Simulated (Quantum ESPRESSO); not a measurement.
Crystal: TiSn.

```xyz
2
Lattice="0.0000 2.8005 2.8005 2.8005 0.0000 2.8005 2.8005 2.8005 0.0000" Properties=species:S:1:pos:R:3 pbc="T T T"
Ti    0.0000    0.0000    0.0000
Sn    2.8005    2.8005    2.8005
```

The cell was built by a generator and needn't be a form met in nature.

```yaml
Program: Quantum ESPRESSO 7.5
Task: single point
Functional: PBE
Potentials_or_basis: SSSP 1.3 efficiency PBE
Cutoff: 816 eV
Density_cutoff: 6531 eV
k_mesh: 8 × 8 × 8
Occupations: fermi-dirac, width 0.05 eV
Spin: no spin polarisation
```

On this cell: pressure 0.0 GPa; largest force zero by symmetry; band gap on the k mesh none (metal or under the smearing width).

The same run follows on a disturbed copy (atoms moved at random, drawn with an rms of 0.05 Å):

```
Ti Sn
1.0
     0.00000    2.80055    2.80055
     2.80055    0.00000    2.80055
     2.80055    2.80055    0.00000
Ti Sn
1 1
Direct
  0.00892 0.99277 0.99400
  0.50319 0.49736 0.50214
```

Problem. What changes?

Solution. The energy (extrapolated to zero smearing) moves by +2.4 meV/atom; pressure 0.0 GPa; largest force 0.265 eV/Å; band gap on the k mesh none (metal or under the smearing width).

Forces on the atoms (eV/Å):
```
Ti   0.259  0.049 -0.023
Sn  -0.259 -0.049  0.023
```

Stress tensor (GPa, compression positive):
```
 0.13 -0.02  0.01
-0.02  0.00  0.00
 0.01  0.00 -0.01
```
